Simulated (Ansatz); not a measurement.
# CH6ClSi2 (SMILES C[Si]([SiH3])Cl) at UCCSD(T)/def2-SVP

Aim: the vertical doublet–quartet gap of CH6ClSi2 at UCCSD(T)/def2-SVP, from 2 runs. 

The results are computed with Ansatz 0.2.0.

44 further runs of the same task are left out: 44 set aside as unsound or not needed.

## (1) The molecule

The species is CH6ClSi2 (10 atoms), meant as a doublet with charge 0. SMILES: `C[Si]([SiH3])Cl`. Geometry: relaxed at PBE0-D4/def2-TZVP.

Bond lengths: C1–Si2 1.872 Å, Si2–Si3 2.338 Å, Si2–Cl4 2.073 Å, C1–H5 1.093 Å, C1–H6 1.094 Å, C1–H7 1.092 Å, Si3–H8 1.485 Å, Si3–H9 1.490 Å, Si3–H10 1.489 Å. Some angles: C1–Si2–Si3 115.2°, C1–Si2–Cl4 108.2°, Si3–Si2–Cl4 108.6°, Si2–C1–H5 110.0°, Si2–C1–H6 110.4°, Si2–C1–H7 110.6°, Si2–Si3–H8 109.0°, Si2–Si3–H9 112.4°, Si2–Si3–H10 108.4°, H5–C1–H6 108.7°.

## (2) The energy at UCCSD(T)/def2-SVP

File input.yaml:

```yaml
crystal:
  periodic: [false, false, false]
  atoms:
    - {symbol: C, position_ang: [-0.817600, 1.375900, -0.759000]}
    - {symbol: Si, position_ang: [-0.393400, -0.447400, -0.745400]}
    - {symbol: Si, position_ang: [1.253500, -1.073900, 0.791400]}
    - {symbol: Cl, position_ang: [-2.123100, -1.512600, -0.330000]}
    - {symbol: H, position_ang: [0.078700, 1.966200, -0.965000]}
    - {symbol: H, position_ang: [-1.223500, 1.680800, 0.209700]}
    - {symbol: H, position_ang: [-1.561600, 1.592100, -1.528300]}
    - {symbol: H, position_ang: [1.490500, -2.535600, 0.676400]}
    - {symbol: H, position_ang: [0.871400, -0.750900, 2.195100]}
    - {symbol: H, position_ang: [2.508200, -0.345800, 0.457800]}
basis:
  gaussian: {orbitals: def2-SVP}
total_charge: 0
magnetization: {spin_polarized: true, initial_magnetization: 1}
correlation: {method: ccsd_t, frozen_orbitals: {C: 1, Cl: 5, H: 0, Si: 5}}
accuracy: high
scf: {omitted_lower_state_checks: [cluster_reference, increment]}
```

Run with:

```
$ ansatz run input.yaml --threads 1 --pin off --max-ram 3480MiB --events-out events.jsonl --progress --plain --runs-dir runs
```

Output:

```text
Warning: RAYON_NUM_THREADS=1 ignored (pool sized by the plan → 1); use --threads N
Functional definition: HF
  name "HF"
  exchange = exact_x
  correlation = 0
these checks for a lower state are left out or cut short: cluster_reference, increment
2141 factors; integrals over basis functions are off by at most 2.1e-8 eV
mean field evaluation 1: about -29342.1328 eV, gradient 1.7e1 eV
mean field evaluation 2: about -29342.1408 eV, gradient 1.7e1 eV
mean field evaluation 4: about -29344.4066 eV, gradient 2.1e0 eV
mean field evaluation 8: about -29344.4728 eV, gradient 2.6e-3 eV
mean field -29344.47280983 eV, -1078.3894853632 hartree, gradient 2.6e-8 eV, S^2 0.756209; 0 other end points of the search recorded, 0 dependent functions left out
16 core orbitals not correlated: weight in the atoms' cores, before any rotation towards them, 1.000 or more for the frozen orbitals, at most 0.000 for the correlated occupied ones
reference -29344.47280983 eV, -1078.3894853632 hartree; 13, 12 occupied and 69, 70 virtual orbitals, 2141 factors
second order -12.44599111 eV of doubles, -0.00000000 eV of singles
cycle   1  -13.65970172 eV  change    -1.2e0 eV  update   8.6e-2
cycle   2  -14.08866920 eV  change   -4.3e-1 eV  update   2.8e-2
cycle   3  -14.14106967 eV  change   -5.2e-2 eV  update   1.1e-2
cycle   4  -14.13837244 eV  change    2.7e-3 eV  update   4.1e-3
cycle   5  -14.13733553 eV  change    1.0e-3 eV  update   1.7e-3
cycle   6  -14.13728684 eV  change    4.9e-5 eV  update   7.0e-4
cycle   7  -14.13744706 eV  change   -1.6e-4 eV  update   2.8e-4
cycle   8  -14.13754163 eV  change   -9.5e-5 eV  update   1.1e-4
cycle   9  -14.13754362 eV  change   -2.0e-6 eV  update   4.9e-5
cycle  10  -14.13753653 eV  change    7.1e-6 eV  update   2.3e-5
cycle  11  -14.13754074 eV  change   -4.2e-6 eV  update   1.0e-5
cycle  12  -14.13753840 eV  change    2.3e-6 eV  update   3.9e-6
cycle  13  -14.13753911 eV  change   -7.1e-7 eV  update   1.4e-6
cycle  14  -14.13753840 eV  change    7.1e-7 eV  update   5.4e-7
cycle  15  -14.13753805 eV  change    3.4e-7 eV  update   2.1e-7
cycle  16  -14.13753801 eV  change    4.3e-8 eV  update   8.4e-8
cycle  17  -14.13753801 eV  change    6.0e-9 eV  update   4.3e-8
cycle  18  -14.13753801 eV  change   -8.7e-9 eV  update   2.8e-8
cycle  19  -14.13753792 eV  change    9.8e-8 eV  update   9.1e-8
cycle  20  -14.13753790 eV  change    1.4e-8 eV  update   2.2e-8
cycle  21  -14.13753790 eV  change    2.8e-9 eV  update   6.0e-9
cycle  22  -14.13753790 eV  change  -3.3e-10 eV  update   2.3e-9
perturbative correction -0.37468228 eV, -0.0137693197 hartree
Total energy: -29358.98503001 eV, -1078.9227996179 hartree
Checks for a lower state left out: cluster_reference, increment
```

Wall time 77 s (1 thread of Arm Neoverse V2, shared host); peak memory 1.1 GiB.

## (3) The quartet

File input.yaml:

```yaml
crystal:
  periodic: [false, false, false]
  atoms:
    - symbol: C
      position_ang: [-0.817600, 1.375900, -0.759000]
    - symbol: Si
      position_ang: [-0.393400, -0.447400, -0.745400]
    - symbol: Si
      position_ang: [1.253500, -1.073900, 0.791400]
    - symbol: Cl
      position_ang: [-2.123100, -1.512600, -0.330000]
    - symbol: H
      position_ang: [0.078700, 1.966200, -0.965000]
    - symbol: H
      position_ang: [-1.223500, 1.680800, 0.209700]
    - symbol: H
      position_ang: [-1.561600, 1.592100, -1.528300]
    - symbol: H
      position_ang: [1.490500, -2.535600, 0.676400]
    - symbol: H
      position_ang: [0.871400, -0.750900, 2.195100]
    - symbol: H
      position_ang: [2.508200, -0.345800, 0.457800]
basis:
  gaussian:
    orbitals: def2-SVP
correlation:
  method: ccsd_t
  frozen_orbitals: {C: 1, Cl: 5, H: 0, Si: 5}
accuracy: high
scf:
  omitted_lower_state_checks: [cluster_reference, increment]
magnetization:
  spin_polarized: true
  initial_magnetization: 3
total_charge: 0
```

Run with:

```
$ ansatz run input.yaml --threads 1 --pin off --max-ram 3480MiB --events-out events.jsonl --progress --plain --runs-dir runs
```

Output:

```text
Warning: RAYON_NUM_THREADS=1 ignored (pool sized by the plan → 1); use --threads N
Functional definition: HF
  name "HF"
  exchange = exact_x
  correlation = 0
these checks for a lower state are left out or cut short: cluster_reference, increment
2141 factors; integrals over basis functions are off by at most 2.1e-8 eV
mean field evaluation 1: about -29334.8341 eV, gradient 1.7e1 eV
mean field evaluation 2: about -29334.8479 eV, gradient 1.7e1 eV
mean field evaluation 4: about -29337.7021 eV, gradient 3.2e0 eV
mean field evaluation 8: about -29338.0531 eV, gradient 3.5e-1 eV
mean field evaluation 16: about -29338.0755 eV, gradient 2.8e-8 eV
mean field evaluation 32: about -29336.7743 eV, gradient 3.1e0 eV
mean field -29338.07554488 eV, -1078.1543902124 hartree, gradient 1.7e-8 eV, S^2 3.760671; 8 other end points of the search recorded, 0 dependent functions left out
16 core orbitals not correlated: weight in the atoms' cores, before any rotation towards them, 1.000 or more for the frozen orbitals, at most 0.000 for the correlated occupied ones
reference -29338.07554488 eV, -1078.1543902124 hartree; 14, 11 occupied and 68, 71 virtual orbitals, 2141 factors
second order -12.29295709 eV of doubles, -0.00000000 eV of singles
cycle   1  -13.45556761 eV  change    -1.2e0 eV  update   1.0e-1
cycle   2  -13.92716871 eV  change   -4.7e-1 eV  update   4.0e-2
cycle   3  -14.02599577 eV  change   -9.9e-2 eV  update   2.9e-2
cycle   4  -14.03225652 eV  change   -6.3e-3 eV  update   1.7e-2
cycle   5  -14.03511190 eV  change   -2.9e-3 eV  update   1.0e-2
cycle   6  -14.04307248 eV  change   -8.0e-3 eV  update   5.9e-3
cycle   7  -14.04598150 eV  change   -2.9e-3 eV  update   3.3e-3
cycle   8  -14.04724391 eV  change   -1.3e-3 eV  update   1.6e-3
cycle   9  -14.04721729 eV  change    2.7e-5 eV  update   9.4e-4
cycle  10  -14.04715000 eV  change    6.7e-5 eV  update   6.5e-4
cycle  11  -14.04743321 eV  change   -2.8e-4 eV  update   5.0e-4
cycle  12  -14.04758024 eV  change   -1.5e-4 eV  update   3.6e-4
cycle  13  -14.04755985 eV  change    2.0e-5 eV  update   2.3e-4
cycle  14  -14.04742734 eV  change    1.3e-4 eV  update   1.3e-4
cycle  15  -14.04735269 eV  change    7.5e-5 eV  update   7.4e-5
cycle  16  -14.04738715 eV  change   -3.4e-5 eV  update   4.3e-5
cycle  17  -14.04740139 eV  change   -1.4e-5 eV  update   2.7e-5
cycle  18  -14.04739381 eV  change    7.6e-6 eV  update   1.5e-5
cycle  19  -14.04738171 eV  change    1.2e-5 eV  update   8.4e-6
cycle  20  -14.04737741 eV  change    4.3e-6 eV  update   4.7e-6
cycle  21  -14.04737898 eV  change   -1.6e-6 eV  update   2.9e-6
cycle  22  -14.04738159 eV  change   -2.6e-6 eV  update   1.7e-6
cycle  23  -14.04738214 eV  change   -5.6e-7 eV  update   9.0e-7
cycle  24  -14.04738198 eV  change    1.7e-7 eV  update   5.6e-7
cycle  25  -14.04738203 eV  change   -5.4e-8 eV  update   3.9e-7
cycle  26  -14.04738202 eV  change    1.2e-8 eV  update   3.0e-7
cycle  27  -14.04738206 eV  change   -4.3e-8 eV  update   2.2e-7
cycle  28  -14.04738200 eV  change    5.9e-8 eV  update   1.5e-7
cycle  29  -14.04738193 eV  change    6.9e-8 eV  update   1.1e-7
cycle  30  -14.04738192 eV  change    1.6e-8 eV  update   8.0e-8
cycle  31  -14.04738191 eV  change    1.1e-8 eV  update   6.1e-8
cycle  32  -14.04738192 eV  change   -8.5e-9 eV  update   4.7e-8
cycle  33  -14.04738203 eV  change   -1.2e-7 eV  update   1.1e-7
cycle  34  -14.04738204 eV  change   -4.0e-9 eV  update   3.7e-8
cycle  35  -14.04738205 eV  change   -1.0e-8 eV  update   1.9e-8
cycle  36  -14.04738205 eV  change   -6.8e-9 eV  update   1.2e-8
cycle  37  -14.04738206 eV  change   -4.1e-9 eV  update   6.3e-9
cycle  38  -14.04738206 eV  change   -1.5e-9 eV  update   4.0e-9
cycle  39  -14.04738206 eV  change  -9.8e-10 eV  update   2.2e-9
perturbative correction -0.43989730 eV, -0.0161659277 hartree
Total energy: -29352.56282424 eV, -1078.6867879091 hartree
Checks for a lower state left out: cluster_reference, increment
```

Run time: 2.1 min. Hardware: 1 thread of Arm Neoverse V2, shared host; peak memory 1.1 GiB.

## (4) What came out

At UCCSD(T)/def2-SVP, 16 core orbitals frozen:

| quantity | value |
| --- | --- |
| doublet: total energy | -1078.92280 Eh |
| doublet: correlation energy (16 core orbitals frozen) | -533.3 mEh |
| doublet: (T) correction | -13.77 mEh |
| doublet: ⟨S²⟩ of the reference determinant | 0.756 |
| doublet: T1 diagnostic | 0.012 |
| quartet: total energy | -1078.68679 Eh |
| quartet: correlation energy (16 core orbitals frozen) | -532.4 mEh |
| quartet: (T) correction | -16.17 mEh |
| quartet: ⟨S²⟩ of the reference determinant | 3.761 |
| quartet: T1 diagnostic | 0.030 |
| vertical energy of the quartet above the doublet | 6.422 eV |

At this shape the quartet lies 6.42 eV (148 kcal/mol) above the doublet. The triples (doublet) make up 2.6 % of the correlation energy. The triples (quartet) make up 3.0 % of the correlation energy.
